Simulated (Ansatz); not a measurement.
# Ge3Pd (Pm-3m) in Ansatz: convergence with k mesh

Aim: find how far k mesh must go before the results for Ge3Pd settle, at PBEsol. This setting moves, with any that are tied to it; all else stays.

Everything below comes from runs of Ansatz 0.2.0. Logs are shortened: lines on timing, memory, paths and dates and some standing lists are left out, and cuts for length are marked.

## 1. Starting point

Symmetry: Pm-3m, No. 221, cubic system. The conventional cell has a = 4.142 Å, b = 4.142 Å, c = 4.142 Å, α = 90.00°, β = 90.00°, γ = 90.00°. Around Pd (site symmetry m-3m) lie 12 Ge at 2.93 Å. Ge (site symmetry 4/mmm) has 4 Pd at 2.93 Å and 8 Ge at 2.93 Å as nearest neighbours.

The cell comes from a database or a generator and needn't be the stable form of this composition.

## 2. With k mesh 2 × 2 × 2

input.yaml reads:

```yaml
crystal:
  lattice:
    - [4.142023, 0.0, 0.0]
    - [0.0, 4.142023, 0.0]
    - [0.0, 0.0, 4.142023]
  atoms:
    - { symbol: Pd, position: [0.0, 0.0, 0.0] }
    - { symbol: Ge, position: [0.5, 0.5, 0.0] }
    - { symbol: Ge, position: [0.5, 0.0, 0.5] }
    - { symbol: Ge, position: [0.0, 0.5, 0.5] }
hamiltonian:
  xc: pbesol
  pseudopotentials: { kind: paw }
kpoints:
  mp_grid: { grid: [2, 2, 2] }
scf:
  occupations: { method: methfessel_paxton, width: 0.1 }
output:
  forces: true
  stress: true
  eigenvalues: true
```

Potentials or basis: Ansatz PAW.

Started as:

```bash
$ ansatz run input.yaml --threads 2 --pin off --max-ram 5632MiB --backend cpu --events-out ev --progress --plain --runs-dir out
```

What it wrote:

```text
Warning: RAYON_NUM_THREADS=2 ignored (pool sized by the plan → 2); use --threads N
Engine: ansatz 0.2.0, aarch64-unknown-linux-gnu
Pseudopotentials: kind: paw
Pseudopotential: Pd, paw, valence charge 18, recommended cutoff 420 eV (normal), Pd.paw.azcp
Pseudopotential: Ge, paw, valence charge 14, recommended cutoff 420 eV (normal), Ge.paw.azcp
Functional definition: PBEsol
  exchange = pbesol_x
  correlation = pbesol_c
Crystal: 4 atoms, lattice volume = 71.062 Å³
Basis set: ecut = 420 eV, 1357 PW (Γ), exchange–correlation on 60×60×60 points (8 copies of the dense FFT grid, shifted against one another)
Bands: 36, of which v1, the nominal top of the filled ones, is band 30 counted from 1 (29 counted from 0)
Symmetry: 48 space group operations
Space group: Pm-3m (ITA 221), of the structure as read, at distance tolerance 4.1e-5 Å
k-points: 4 of 8
Non-local potential: Pd, projectors of the file, l = 0: 2, l = 1: 2, l = 2: 2, l = 3: 1
Non-local potential: Ge, projectors of the file, l = 0: 2, l = 1: 2, l = 2: 3, l = 3: 1
PAW form: soft (Blöchl's): semilocal exchange-correlation on the pseudo side does not see the compensation charge
PAW frozen core: Pd, regenerated for the run's functional, and the local potential with it (the file was generated under x = pbe(κ = 0.804, μ = 0.2195149727645171), c = pbe(β = 0.06672455060314922))
PAW frozen core: Ge, regenerated for the run's functional, and the local potential with it (the file was generated under x = pbe(κ = 0.804, μ = 0.2195149727645171), c = pbe(β = 0.06672455060314922))
PAW one-centre angular grid: Pd, 590 points (default); XC on 64 Gauss nodes
PAW one-centre angular grid: Ge, 590 points (default); XC on 64 Gauss nodes
Initial density: superposition of atomic densities (neutral atoms: chi_scale 0, normalization atom), corrected by the library's trained network
Initial wavefunctions: pseudopotential atomic-orbital guess
Functional: x = pbesol(κ = 0.804, μ = 0.12345679012345678), c = pbesol(β = 0.046)
SCF iter   1: F=—  HF=-19664.494874 eV  |F-HF|=—  |Δ(HF+E_count)|=         —  Δρ=9.33e-3  dr2=7.15e-2  ethr=1.77e-3  ⟨swp⟩=6.2  Hψ=522  notcnv=0
preconditioner: auto → Resta (q_TF=auto, 2.652 Å⁻¹)  ε∞=3.8  [insulator: Δε(μ)=0.088 eV  Ē_g=19.108 eV  σ=0.100 eV  W_gap=0.60  n_scr=26 (ndim 8)  ℏωp=31.8 eV  f_vac=0.000  D(μ)=14.30/eV (n_scr^D=250)  ε∞_Penn≈3.8]
SCF iter   2: F=—  HF=-19664.488173 eV  |F-HF|=—  |Δ(HF+E_count)|=   6.70e-3  S|Δr|=    0.00e0  Δρ=5.01e-3  dr2=2.07e-2  ethr=1.19e-4  ⟨swp⟩=1.0  Hψ=176  notcnv=0
SCF iter   3: F=—  HF=-19664.486090 eV  |F-HF|=—  |Δ(HF+E_count)|=   2.08e-3  S|Δr|=    0.00e0  Δρ=1.31e-3  dr2=1.46e-3  ethr=3.45e-5  ⟨swp⟩=1.8  Hψ=153  notcnv=0
SCF iter   4: F=—  HF=-19664.485684 eV  |F-HF|=—  |Δ(HF+E_count)|=   4.06e-4  S|Δr|=    0.00e0  Δρ=3.24e-4  dr2=1.57e-4  ethr=2.43e-6  ⟨swp⟩=2.0  Hψ=207  notcnv=0
SCF iter   5: F=—  HF=-19664.485654 eV  |F-HF|=—  |Δ(HF+E_count)|=   3.03e-5  S|Δr|=    0.00e0  Δρ=1.34e-4  dr2=2.25e-5  ethr=2.61e-7  ⟨swp⟩=2.0  Hψ=237  notcnv=0
SCF iter   6: F=—  HF=-19664.485681 eV  |F-HF|=—  |Δ(HF+E_count)|=   2.71e-5  S|Δr|=    0.00e0  Δρ=2.04e-5  dr2=3.90e-7  ethr=3.76e-8  ⟨swp⟩=2.0  Hψ=185  notcnv=0
SCF iter   7: F=-19664.485681 eV  HF=-19664.485681 eV  |F-HF|=3.84e-8  |Δ(HF+E_count)|=   5.24e-8  S|Δr|=    0.00e0  Δρ=5.26e-6  dr2=4.34e-8  ethr=1.67e-10  ⟨swp⟩=6.0  Hψ=520  notcnv=0
SCF 1 converged in 7 iterations: F = -19664.485681 eV  dr2 = 4.34e-8
SCF converged after 7 iterations
Stability not checked: this state was not tested for a lower state beside it, because cold or Methfessel-Paxton smearing, or corrected tetrahedra, fill the levels in a way that the test cannot read (fill_not_monotonic; see scf.lower_state_search)
Free energy (F): -19664.485681 eV
Harris-Foulkes:  -19664.485681 eV  (|F-HF|=3.84e-8)
Internal energy: -19664.475840 eV  (E = F + TS)
E sigma→0 (E₀):  -19664.483220 eV
Entropy (-TS):   -0.009841 eV (-2.460 meV/atom)
Fermi energy:    12.904778 eV
--- Per-component energies (eV) ---
  E_band       = -524.146871
  E_kinetic    = 847.287262
  E_local      = -8337.618410  (includes V_loc(G=0)·N_el)
  E_nonlocal   = 1472.826356
  E_hartree    = 3576.447341
  E_xc         = -391.970060
  E_vxc        = -404.235723  (∫ρ·V_xc dr)
  E_paw        = -9614.849541  (= ΣΔE_a)
  E_vpaw       = -1255.309616  (= ΣTr[D̂ρ^β])
  E_aug_tail   = 0.001226  (compensation charges beyond the density's cutoff)
  E_ewald      = -7219.656347
  E_core_change = 3.056333  (= ΣΔE_core)
  E_smearing   = -0.009841  (= −TS)
  E_closure    = 0.000000  (closes the sum)
  Σ components = -19664.485681   (vs F -19664.485681, Δ=0.00e0)
--- Forces (eV/Å), atoms counted from 1 ---
  atom   1  Pd    -0.00000000     0.00000000     0.00000000
  atom   2  Ge     0.00000000     0.00000000    -0.00000000
  atom   3  Ge    -0.00000000    -0.00000000     0.00000000
  atom   4  Ge     0.00000000     0.00000000     0.00000000
  max |Σ_I F_I| component: 1.60e-25 eV/Å
--- Stress (GPa, compression-positive) ---
       -1.975549       0.000000       0.000000
        0.000000      -1.975549       0.000000
        0.000000       0.000000      -1.975549
  P = ⅓ Tr σ = -1.9755 GPa (-19.755 kbar)
--- Band table (eV) ---
  k-point 0: bands = ["-71.3084", "-37.0806", "-37.0806", "-37.0806", "-11.8009", "-11.8007", "-11.8007", "-11.8007", "-11.7244", "-11.7244", "-11.6872", "-11.6872", "-11.6760", "-11.6760", "-11.6760", "-11.6298", "-11.6298", "-11.6298", "-11.6243", "0.2578", "6.9627", "6.9627", "9.4466", "9.4466", "9.4466", "10.2348", "10.2348", "10.2348", "11.3266", "11.3266", "13.7172", "15.9208", "15.9208", "15.9208", "18.5193", "18.5193"]
  k-point 1: bands = ["-71.3083", "-37.0820", "-37.0805", "-37.0805", "-11.7951", "-11.7625", "-11.7225", "-11.7225", "-11.7215", "-11.7183", "-11.7148", "-11.7148", "-11.6899", "-11.6874", "-11.6813", "-11.6730", "-11.6730", "-11.6541", "-11.6298", "1.8783", "3.0437", "8.2502", "8.8988", "8.8988", "9.1048", "10.2732", "10.4889", "12.6263", "12.6263", "12.8848", "12.8848", "13.2524", "13.7330", "15.6198", "18.7936", "18.7936"]
  k-point 2: bands = ["-71.3083", "-37.0819", "-37.0819", "-37.0804", "-11.7547", "-11.7547", "-11.7377", "-11.7242", "-11.7146", "-11.7146", "-11.7105", "-11.7105", "-11.7020", "-11.6914", "-11.6832", "-11.6832", "-11.6593", "-11.6580", "-11.6580", "3.4609", "4.1857", "4.1857", "7.1295", "9.4194", "9.4194", "10.5011", "10.7848", "10.8152", "12.7663", "13.0113", "13.8913", "13.8913", "15.3696", "15.3696", "18.0199", "19.0755"]
  k-point 3: bands = ["-71.3083", "-37.0817", "-37.0817", "-37.0817", "-11.7648", "-11.7648", "-11.7648", "-11.7426", "-11.7426", "-11.7426", "-11.7281", "-11.6964", "-11.6964", "-11.6964", "-11.6603", "-11.6603", "-11.6322", "-11.6322", "-11.6322", "4.7255", "4.7255", "4.7255", "7.0868", "8.5678", "8.5678", "8.5678", "10.5850", "10.5850", "11.3107", "11.3107", "11.3107", "12.5668", "20.3664", "20.3664", "20.4842", "20.4842"]
```

Run time: 0.51 s. Hardware: 2 threads of Arm Neoverse V2, shared host; peak memory 0.3 GiB.

What came out:

* Free energy: -19664.4857 eV
* Pressure: -2.0 GPa
* Band gap on the k mesh: none (metal or under the smearing width)

## 3. With k mesh 3 × 3 × 3

input.yaml: that of step 2 with these lines changed.

```diff
@@ -14,3 +14,3 @@
 kpoints:
-  mp_grid: { grid: [2, 2, 2] }
+  mp_grid: { grid: [3, 3, 3] }
 scf:
```

Potentials or basis: Ansatz PAW.

Started as:

```bash
$ ansatz run input.yaml --threads 2 --pin off --max-ram 5632MiB --backend cpu --events-out ev --progress --plain --runs-dir out
```

Run time: 0.52 s. Hardware: 2 threads of Arm Neoverse V2, shared host; peak memory 0.3 GiB.

Results:

```
Free energy            : -19667.0177 eV
Pressure               : -3.7 GPa
Band gap on the k mesh : none (metal or under the smearing width)
```

## 4. With k mesh 4 × 4 × 4

input.yaml: that of step 3 with these lines changed.

```diff
@@ -14,3 +14,3 @@
 kpoints:
-  mp_grid: { grid: [3, 3, 3] }
+  mp_grid: { grid: [4, 4, 4] }
 scf:
```

Started as:

```bash
$ ansatz run input.yaml --threads 2 --pin off --max-ram 5632MiB --backend cpu --events-out ev --progress --plain --runs-dir out
```

It took 0.77 s on 2 threads of Arm Neoverse V2, shared host; peak memory 0.32 GiB.

Results:

| Quantity | Value |
| --- | --- |
| Free energy | -19666.8307 eV |
| Pressure | -4.9 GPa |
| Band gap on the k mesh | none (metal or under the smearing width) |

## 5. With k mesh 5 × 5 × 5

input.yaml: that of step 4 with these lines changed.

```diff
@@ -14,3 +14,3 @@
 kpoints:
-  mp_grid: { grid: [4, 4, 4] }
+  mp_grid: { grid: [5, 5, 5] }
 scf:
```

Started as:

```bash
$ ansatz run input.yaml --threads 2 --pin off --max-ram 5632MiB --backend cpu --events-out ev --progress --plain --runs-dir out
```

Wall time 0.78 s (2 threads of Arm Neoverse V2, shared host); peak memory 0.32 GiB.

Results:

- Free energy: -19666.9777 eV
- Pressure: -5.0 GPa
- Band gap on the k mesh: none (metal or under the smearing width)

## 6. With k mesh 6 × 6 × 6

input.yaml: that of step 5 with these lines changed.

```diff
@@ -14,3 +14,3 @@
 kpoints:
-  mp_grid: { grid: [5, 5, 5] }
+  mp_grid: { grid: [6, 6, 6] }
 scf:
```

Potentials or basis: Ansatz PAW.

Started as:

```bash
$ ansatz run input.yaml --threads 2 --pin off --max-ram 5632MiB --backend cpu --events-out ev --progress --plain --runs-dir out
```

It took 1.3 s on 2 threads of Arm Neoverse V2, shared host; peak memory 0.35 GiB.

The run converged. Its results:

```yaml
Free_energy: -19666.9228 eV
Pressure: -4.1 GPa
Band_gap_on_the_k_mesh: none (metal or under the smearing width)
```

## 7. With k mesh 7 × 7 × 7

input.yaml: that of step 6 with these lines changed.

```diff
@@ -14,3 +14,3 @@
 kpoints:
-  mp_grid: { grid: [6, 6, 6] }
+  mp_grid: { grid: [7, 7, 7] }
 scf:
```

Started as:

```bash
$ ansatz run input.yaml --threads 2 --pin off --max-ram 5632MiB --backend cpu --events-out ev --progress --plain --runs-dir out
```

Run time: 1.3 s. Hardware: 2 threads of Arm Neoverse V2, shared host; peak memory 0.34 GiB.

Results (log left out):

| Property | Result |
| --- | --- |
| Free energy | -19666.9449 eV |
| Pressure | -4.8 GPa |
| Band gap on the k mesh | none (metal or under the smearing width) |

## 8. With k mesh 9 × 9 × 9

input.yaml: that of step 7 with these lines changed.

```diff
@@ -14,3 +14,3 @@
 kpoints:
-  mp_grid: { grid: [7, 7, 7] }
+  mp_grid: { grid: [9, 9, 9] }
 scf:
```

Started as:

```bash
$ ansatz run input.yaml --threads 2 --pin off --max-ram 5632MiB --backend cpu --events-out ev --progress --plain --runs-dir out
```

Wall time 2 s (2 threads of Arm Neoverse V2, shared host); peak memory 0.37 GiB.

The run converged. Its results:

| Quantity | Value |
| --- | --- |
| Free energy | -19666.9513 eV |
| Pressure | -4.6 GPa |
| Band gap on the k mesh | none (metal or under the smearing width) |

## 9. With k mesh 11 × 11 × 11

input.yaml: that of step 8 with these lines changed.

```diff
@@ -14,3 +14,3 @@
 kpoints:
-  mp_grid: { grid: [9, 9, 9] }
+  mp_grid: { grid: [11, 11, 11] }
 scf:
```

Potentials or basis: Ansatz PAW.

Started as:

```bash
$ ansatz run input.yaml --threads 2 --pin off --max-ram 5632MiB --backend cpu --events-out ev --progress --plain --runs-dir out
```

Run time: 3 s. Hardware: 2 threads of Arm Neoverse V2, shared host; peak memory 0.4 GiB.

Results (log left out):

```
Free energy            : -19666.9528 eV
Pressure               : -4.6 GPa
Band gap on the k mesh : none (metal or under the smearing width)
```

## 10. Summary

| k mesh | energy less the tightest run, at zero smearing (meV/atom) | pressure (GPa) | SCF cycles | CPU time (s) | peak memory (GiB) |
| --- | --- | --- | --- | --- | --- |
| 2 × 2 × 2 | 617.22 | -1.98 | 7 | 0.88 | 0.3 |
| 3 × 3 × 3 | -15.74 | -3.68 | 6 | 0.91 | 0.3 |
| 4 × 4 × 4 | 30.51 | -4.89 | 6 | 1.4 | 0.32 |
| 5 × 5 × 5 | -6.48 | -4.97 | 6 | 1.4 | 0.32 |
| 6 × 6 × 6 | 7.52 | -4.13 | 7 | 2.4 | 0.35 |
| 7 × 7 × 7 | 1.74 | -4.80 | 7 | 2.4 | 0.34 |
| 9 × 9 × 9 | 0.34 | -4.58 | 7 | 3.8 | 0.37 |
| 11 × 11 × 11 | 0.00 | -4.56 | 7 | 5.7 | 0.4 |

Against the tightest run, the energy stays within 1 meV/atom from 9 × 9 × 9 on; the pressure stays within 0.1 GPa from 9 × 9 × 9 on. Meshes of other sizes hit other points, so gaps and Fermi surfaces needn't settle smoothly. The tightest run that finished is the yardstick and may itself not be fully converged.

Caveats: the PAW data sets come from PBE, with cores solved anew for the run's functional, which leaves a small shift of forces and pressure.
